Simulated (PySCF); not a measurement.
# C₅H₉BrO: NMR shieldings, spin-spin couplings, relativistic core levels

Wanted: NMR shieldings, spin-spin couplings, relativistic core levels for C₅H₉BrO (`CO[C@@H]1CC[C@H]1Br`).

Computed with PySCF 2.14.0 and routines of our own; the level stands in each step. Atoms count from 0.

### Step 1. The starting structure

16 atoms, charge 0, multiplicity 1; geometry from: GFN2-xTB.

### Step 2. NMR shieldings: PBE0/pcJ-1 Br:dyall-v2z, spin–orbit

The job: settings as JSON, then the geometry in Å.

```
{"job": {"kind": "hnmr", "xc": "PBE0", "basis": {"default": "pcJ-1", "Br": "dyall-v2z"}, "rel": "so"}, "charge": 0, "multiplicity": 1}
C      2.337237    -0.347002    -0.491176
O      1.347827    -0.288519     0.511484
C      0.189695     0.382349     0.123046
C     -0.875220     0.477916     1.228771
C     -1.945322     0.022018     0.224232
C     -0.826967    -0.409909    -0.726140
Br    -1.013622     0.114445    -2.594161
H      2.001739    -0.929062    -1.356380
H      2.614694     0.658441    -0.828642
H      3.200512    -0.833097    -0.042136
H      0.431231     1.355245    -0.328396
H     -1.010280     1.459125     1.674969
H     -0.679447    -0.256079     2.005957
H     -2.618552    -0.767308     0.550592
H     -2.530417     0.851500    -0.167936
H     -0.630707    -1.481116    -0.718351
```

Level: PBE0/pcJ-1 Br:dyall-v2z GIAO NMR shielding, X2C with spin-orbit coupling, screened-nuclear two-electron part, Gaussian nuclei, gas phase.

Run with:

```bash
> OMP_NUM_THREADS=1 python heavy_run.py task.json out
```

One launch serves the whole session: the jobs run in the order shown.

Log:

```text
spin-free SCF
coarse grid: 60664 points
cycle   1  E = -2876.9095691672  dE =  7.523e-01  |g| = 5.998e-01  |ddm| = 3.247e+00
cycle   2  E = -2876.8509113523  dE =  5.866e-02  |g| = 8.163e-01  |ddm| = 1.192e+00
cycle   3  E = -2876.9696730618  dE = -1.188e-01  |g| = 1.042e-01  |ddm| = 7.972e-01
cycle   4  E = -2876.9712310865  dE = -1.558e-03  |g| = 4.519e-02  |ddm| = 1.057e-01
cycle   5  E = -2876.9716799103  dE = -4.488e-04  |g| = 9.153e-03  |ddm| = 4.097e-02
cycle   6  E = -2876.9716974241  dE = -1.751e-05  |g| = 3.417e-03  |ddm| = 1.261e-02
cycle   7  E = -2876.9716995464  dE = -2.122e-06  |g| = 6.789e-04  |ddm| = 3.473e-03
final grid: 128672 points
cycle   8  E = -2876.9718154670  dE = -7.197e-08  |g| = 1.014e-03  |ddm| = 2.618e-03
cycle   9  E = -2876.9718152628  dE =  2.042e-07  |g| = 1.271e-03  |ddm| = 1.836e-03
cycle  10  E = -2876.9718156058  dE = -3.431e-07  |g| = 1.648e-04  |ddm| = 1.305e-03
cycle  11  E = -2876.9718156117  dE = -5.881e-09  |g| = 6.387e-05  |ddm| = 2.111e-04
converged SCF energy = -2876.9718156117
two-component SCF
cycle   1  E = -2876.9050016965  dE = -2.877e+03  |FDS-SDF| = 2.194e+01
cycle   2  E = -2877.0497083211  dE = -1.447e-01  |FDS-SDF| = 9.655e-02
cycle   3  E = -2877.0498388683  dE = -1.305e-04  |FDS-SDF| = 4.002e-03
cycle   4  E = -2877.0498484617  dE = -9.593e-06  |FDS-SDF| = 1.858e-03
cycle   5  E = -2877.0498497447  dE = -1.283e-06  |FDS-SDF| = 9.485e-04
cycle   6  E = -2877.0498502795  dE = -5.348e-07  |FDS-SDF| = 1.693e-04
cycle   7  E = -2877.0498502977  dE = -1.815e-08  |FDS-SDF| = 1.255e-04
cycle   8  E = -2877.0498503011  dE = -3.420e-09  |FDS-SDF| = 1.250e-05
converged, E = -2877.0498503011

Field gradients (au) and densities at the nuclei (bohr^-3)
atom        Vxx        Vyy        Vzz        centre      nuclear mean
  0 C     -0.1747    -0.2050     0.3797        125.753        125.750
  1 O     -0.0054    -1.9236     1.9290        310.927        310.917
  2 C     -0.0884    -0.2071     0.2956        125.791        125.788
  3 C      0.0319     0.0513    -0.0833        125.746        125.744
  4 C      0.0072     0.0830    -0.0902        125.744        125.741
  5 C     -0.2053    -0.2287     0.4339        125.879        125.876
  6 Br    -3.7572    -3.9012     7.6584      40817.359      40757.606
  7 H     -0.1291    -0.1547     0.2838          0.484          0.484
  8 H     -0.1286    -0.1555     0.2841          0.483          0.483
  9 H     -0.1390    -0.1602     0.2992          0.485          0.485
 10 H     -0.1244    -0.1487     0.2731          0.483          0.483
 11 H     -0.1534    -0.1546     0.3080          0.483          0.483
 12 H     -0.1492    -0.1552     0.3044          0.480          0.480
 13 H     -0.1510    -0.1542     0.3052          0.483          0.483
 14 H     -0.1484    -0.1521     0.3005          0.481          0.481
 15 H     -0.1389    -0.1563     0.2952          0.479          0.479
without picture change
  6 Br                           7.9165                     66240.650

Core orbital energies (eV)
atom   shell        mean    spread
  6 Br 1s       -13364.240   0.000
  6 Br 2s        -1753.567   0.000
  6 Br 3s         -246.577   0.000
  6 Br 4s          -21.912   0.000
  6 Br 2p1/2     -1577.188   0.000
  6 Br 2p3/2     -1529.837   0.066
  6 Br 3p1/2      -184.873   0.000
  6 Br 3p3/2      -177.931   0.221
  6 Br 3d3/2       -70.946   0.247
  6 Br 3d5/2       -69.856   0.332

Shielding tensors (ppm)
atom      isotropic    diamagn.    paramagn.     s11        s22        s33       span
  0 C       129.74      243.60     -113.86      96.65     109.46     183.10      86.45
  1 O       275.04      393.06     -118.02     245.68     264.05     315.40      69.72
  2 C        98.58      241.68     -143.11      77.94      87.80     129.99      52.05
  3 C       160.84      247.39      -86.55     144.38     155.32     182.81      38.43
  4 C       160.41      248.09      -87.68     135.29     156.10     189.83      54.54
  5 C       138.75      246.16     -107.41     114.17     140.75     161.33      47.16
  6 Br     2420.50     2987.25     -566.75    1930.42    2125.23    3205.87    1275.45
  7 H        28.01       28.95       -0.94      23.48      27.68      32.88       9.41
  8 H        28.60       28.62       -0.03      25.51      26.06      34.22       8.71
  9 H        28.04       28.22       -0.18      23.90      25.66      34.56      10.66
 10 H        27.73       30.46       -2.73      25.36      28.27      29.56       4.20
 11 H        29.39       29.96       -0.57      25.82      26.28      36.06      10.24
 12 H        29.89       30.19       -0.29      26.67      27.88      35.14       8.47
 13 H        29.25       29.57       -0.32      25.71      26.43      35.61       9.90
 14 H        29.80       30.26       -0.46      25.64      29.61      34.16       8.51
 15 H        27.56       30.01       -2.45      23.40      27.05      32.23       8.83
```

It took 12 min on 1 thread of Intel Xeon at 2.50GHz, shared host; peak memory 2 GiB.

From this job:

```csv
quantity,value
energy from spin-orbit coupling,-0.0780 Eh
```

### Step 3. Spin-spin couplings: PBE0/pcJ-1 Br:dyall-v2z, spin–orbit

The job, as its differences from that of step 2:

```diff
@@ -1,2 +1,2 @@
-{"job": {"kind": "hnmr", "xc": "PBE0", "basis": {"default": "pcJ-1", "Br": "dyall-v2z"}, "rel": "so"}, "charge": 0, "multiplicity": 1}
+{"job": {"kind": "hj", "xc": "PBE0", "basis": {"default": "pcJ-1", "Br": "dyall-v2z"}, "rel": "so", "atoms": [6]}, "charge": 0, "multiplicity": 1}
 C      2.337237    -0.347002    -0.491176
```

Method: PBE0/pcJ-1 Br:dyall-v2z indirect spin-spin coupling, X2C with spin-orbit coupling, screened-nuclear two-electron part, Gaussian nuclei, gas phase.

Log:

```text
spin-free SCF
coarse grid: 60664 points
cycle   1  E = -2876.9095691672  dE =  7.523e-01  |g| = 5.998e-01  |ddm| = 3.247e+00
cycle   2  E = -2876.8509113523  dE =  5.866e-02  |g| = 8.163e-01  |ddm| = 1.192e+00
cycle   3  E = -2876.9696730618  dE = -1.188e-01  |g| = 1.042e-01  |ddm| = 7.972e-01
cycle   4  E = -2876.9712310865  dE = -1.558e-03  |g| = 4.519e-02  |ddm| = 1.057e-01
cycle   5  E = -2876.9716799103  dE = -4.488e-04  |g| = 9.153e-03  |ddm| = 4.097e-02
cycle   6  E = -2876.9716974241  dE = -1.751e-05  |g| = 3.417e-03  |ddm| = 1.261e-02
cycle   7  E = -2876.9716995464  dE = -2.122e-06  |g| = 6.789e-04  |ddm| = 3.473e-03
final grid: 128672 points
cycle   8  E = -2876.9718154670  dE = -7.197e-08  |g| = 1.014e-03  |ddm| = 2.618e-03
cycle   9  E = -2876.9718152628  dE =  2.042e-07  |g| = 1.271e-03  |ddm| = 1.836e-03
cycle  10  E = -2876.9718156058  dE = -3.431e-07  |g| = 1.648e-04  |ddm| = 1.305e-03
cycle  11  E = -2876.9718156117  dE = -5.881e-09  |g| = 6.387e-05  |ddm| = 2.111e-04
converged SCF energy = -2876.9718156117
two-component SCF
cycle   1  E = -2876.9050016965  dE = -2.877e+03  |FDS-SDF| = 2.194e+01
cycle   2  E = -2877.0497083211  dE = -1.447e-01  |FDS-SDF| = 9.655e-02
cycle   3  E = -2877.0498388683  dE = -1.305e-04  |FDS-SDF| = 4.002e-03
cycle   4  E = -2877.0498484617  dE = -9.593e-06  |FDS-SDF| = 1.858e-03
cycle   5  E = -2877.0498497447  dE = -1.283e-06  |FDS-SDF| = 9.485e-04
cycle   6  E = -2877.0498502795  dE = -5.348e-07  |FDS-SDF| = 1.693e-04
cycle   7  E = -2877.0498502977  dE = -1.815e-08  |FDS-SDF| = 1.255e-04
cycle   8  E = -2877.0498503011  dE = -3.420e-09  |FDS-SDF| = 1.250e-05
converged, E = -2877.0498503011

Indirect spin-spin couplings
  i        j     bonds      J/Hz   K/1e19 T2/J   anisotropy/Hz
  6  79Br   0  13C    4       -0.27       -0.36         1.1
  6  79Br   1  17O    3        2.74       -6.69        -7.4
  6  79Br   2  13C    2        3.04        4.00        33.0
  6  79Br   3  13C    3        6.88        9.06        30.0
  6  79Br   4  13C    2        4.81        6.34        33.9
  6  79Br   5  13C    1      -98.28     -129.40        62.4
  6  79Br   7   1H    5        1.84        0.61         5.4
  6  79Br   8   1H    5       -0.15       -0.05         2.1
  6  79Br   9   1H    5        0.96        0.32         2.5
  6  79Br  10   1H    3        8.76        2.90        12.9
  6  79Br  11   1H    4       -0.27       -0.09        12.9
  6  79Br  12   1H    4        1.97        0.65         1.9
  6  79Br  13   1H    3        4.67        1.55         9.8
  6  79Br  14   1H    3       12.78        4.23        21.1
  6  79Br  15   1H    2       26.37        8.73       -25.2
```

It took 9.6 min on 1 thread of Intel Xeon at 2.50GHz, shared host; peak memory 1.6 GiB.

In short:

```
                       quantity       value
energy from spin-orbit coupling  -0.0780 Eh
```

### Step 4. Relativistic core levels: PBE0/pcJ-1 Br:dyall-v2z, spin–orbit

The job, as its differences from that of step 3:

```diff
@@ -1,2 +1,2 @@
-{"job": {"kind": "hj", "xc": "PBE0", "basis": {"default": "pcJ-1", "Br": "dyall-v2z"}, "rel": "so", "atoms": [6]}, "charge": 0, "multiplicity": 1}
+{"job": {"kind": "hxps", "xc": "PBE0", "basis": {"default": "pcJ-1", "Br": "dyall-v2z"}, "rel": "so", "holes": [[6, "3d"]]}, "charge": 0, "multiplicity": 1}
 C      2.337237    -0.347002    -0.491176
```

Level: PBE0/pcJ-1 Br:dyall-v2z core ionisation, delta-SCF with one localised hole, X2C with spin-orbit coupling, screened-nuclear two-electron part, Gaussian nuclei, gas phase.

Log:

```text
spin-free SCF
coarse grid: 60664 points
cycle   1  E = -2876.9095691672  dE =  7.523e-01  |g| = 5.998e-01  |ddm| = 3.247e+00
cycle   2  E = -2876.8509113523  dE =  5.866e-02  |g| = 8.163e-01  |ddm| = 1.192e+00
cycle   3  E = -2876.9696730618  dE = -1.188e-01  |g| = 1.042e-01  |ddm| = 7.972e-01
cycle   4  E = -2876.9712310865  dE = -1.558e-03  |g| = 4.519e-02  |ddm| = 1.057e-01
cycle   5  E = -2876.9716799103  dE = -4.488e-04  |g| = 9.153e-03  |ddm| = 4.097e-02
cycle   6  E = -2876.9716974241  dE = -1.751e-05  |g| = 3.417e-03  |ddm| = 1.261e-02
cycle   7  E = -2876.9716995464  dE = -2.122e-06  |g| = 6.789e-04  |ddm| = 3.473e-03
final grid: 128672 points
cycle   8  E = -2876.9718154670  dE = -7.197e-08  |g| = 1.014e-03  |ddm| = 2.618e-03
cycle   9  E = -2876.9718152628  dE =  2.042e-07  |g| = 1.271e-03  |ddm| = 1.836e-03
cycle  10  E = -2876.9718156058  dE = -3.431e-07  |g| = 1.648e-04  |ddm| = 1.305e-03
cycle  11  E = -2876.9718156117  dE = -5.881e-09  |g| = 6.387e-05  |ddm| = 2.111e-04
converged SCF energy = -2876.9718156117
two-component SCF
cycle   1  E = -2876.9050016965  dE = -2.877e+03  |FDS-SDF| = 2.194e+01
cycle   2  E = -2877.0497083211  dE = -1.447e-01  |FDS-SDF| = 9.655e-02
cycle   3  E = -2877.0498388683  dE = -1.305e-04  |FDS-SDF| = 4.002e-03
cycle   4  E = -2877.0498484617  dE = -9.593e-06  |FDS-SDF| = 1.858e-03
cycle   5  E = -2877.0498497447  dE = -1.283e-06  |FDS-SDF| = 9.485e-04
cycle   6  E = -2877.0498502795  dE = -5.348e-07  |FDS-SDF| = 1.693e-04
cycle   7  E = -2877.0498502977  dE = -1.815e-08  |FDS-SDF| = 1.255e-04
cycle   8  E = -2877.0498503011  dE = -3.420e-09  |FDS-SDF| = 1.250e-05
converged, E = -2877.0498503011

Field gradients (au) and densities at the nuclei (bohr^-3)
atom        Vxx        Vyy        Vzz        centre      nuclear mean
  0 C     -0.1747    -0.2050     0.3797        125.753        125.750
  1 O     -0.0054    -1.9236     1.9290        310.927        310.917
  2 C     -0.0884    -0.2071     0.2956        125.791        125.788
  3 C      0.0319     0.0513    -0.0833        125.746        125.744
  4 C      0.0072     0.0830    -0.0902        125.744        125.741
  5 C     -0.2053    -0.2287     0.4339        125.879        125.876
  6 Br    -3.7572    -3.9012     7.6584      40817.359      40757.606
  7 H     -0.1291    -0.1547     0.2838          0.484          0.484
  8 H     -0.1286    -0.1555     0.2841          0.483          0.483
  9 H     -0.1390    -0.1602     0.2992          0.485          0.485
 10 H     -0.1244    -0.1487     0.2731          0.483          0.483
 11 H     -0.1534    -0.1546     0.3080          0.483          0.483
 12 H     -0.1492    -0.1552     0.3044          0.480          0.480
 13 H     -0.1510    -0.1542     0.3052          0.483          0.483
 14 H     -0.1484    -0.1521     0.3005          0.481          0.481
 15 H     -0.1389    -0.1563     0.2952          0.479          0.479
without picture change
  6 Br                           7.9165                     66240.650

Core orbital energies (eV)
atom   shell        mean    spread
  6 Br 1s       -13364.240   0.000
  6 Br 2s        -1753.567   0.000
  6 Br 3s         -246.577   0.000
  6 Br 4s          -21.912   0.000
  6 Br 2p1/2     -1577.188   0.000
  6 Br 2p3/2     -1529.837   0.066
  6 Br 3p1/2      -184.873   0.000
  6 Br 3p3/2      -177.931   0.221
  6 Br 3d3/2       -70.946   0.247
  6 Br 3d5/2       -69.856   0.332

hole in 3d5/2 of atom 6
cycle   1  E = -2873.9162144078  dE = -2.874e+03  |FDS-SDF| = 2.206e+00
cycle   2  E = -2874.0334322613  dE = -1.172e-01  |FDS-SDF| = 2.194e+00
cycle   3  E = -2874.2817150751  dE = -2.483e-01  |FDS-SDF| = 1.410e-01
cycle   4  E = -2874.2834635137  dE = -1.748e-03  |FDS-SDF| = 7.427e-02
cycle   5  E = -2874.2845516119  dE = -1.088e-03  |FDS-SDF| = 1.333e-02
cycle   6  E = -2874.2845789081  dE = -2.730e-05  |FDS-SDF| = 5.131e-03
cycle   7  E = -2874.2845840819  dE = -5.174e-06  |FDS-SDF| = 9.357e-04
cycle   8  E = -2874.2845843183  dE = -2.364e-07  |FDS-SDF| = 2.631e-04
cycle   9  E = -2874.2845843440  dE = -2.567e-08  |FDS-SDF| = 1.141e-04
converged, E = -2874.2845843440

Core binding energies (eV)
atom   line    delta-SCF   -orbital   splitting
  6 Br 3d5/2       75.41      69.86      1.09
```

It took 7.5 min on 1 thread of Intel Xeon at 2.50GHz, shared host; peak memory 1.7 GiB.

Key values:

```csv
quantity,value
energy from spin-orbit coupling,-0.0780 Eh
```

### Step 5. Outcome

| quantity | value |
| --- | --- |
| energy from spin-orbit coupling (step 2, PBE0/pcJ-1 Br:dyall-v2z, spin–orbit) | -0.0780 Eh |
| shieldings (step 2, PBE0/pcJ-1 Br:dyall-v2z, spin–orbit) | C0 129.7, O1 275.0, C2 98.6, C3 160.8, C4 160.4, C5 138.7, Br6 2420.5 ppm |
| energy from spin-orbit coupling (step 3, PBE0/pcJ-1 Br:dyall-v2z, spin–orbit) | -0.0780 Eh |
| largest reduced coupling (step 3, PBE0/pcJ-1 Br:dyall-v2z, spin–orbit) | Br6–C5: J = -98.3 Hz, K = -129·10¹⁹ T²/J |
| Br6 3d5/2 binding energy (step 4, PBE0/pcJ-1 Br:dyall-v2z, spin–orbit) | 75.4 eV, 3d3/2 76.5 eV |
| energy from spin-orbit coupling (step 4, PBE0/pcJ-1 Br:dyall-v2z, spin–orbit) | -0.0780 Eh |

In words: In step 2, Br6 has the widest tensor, 1275 ppm.
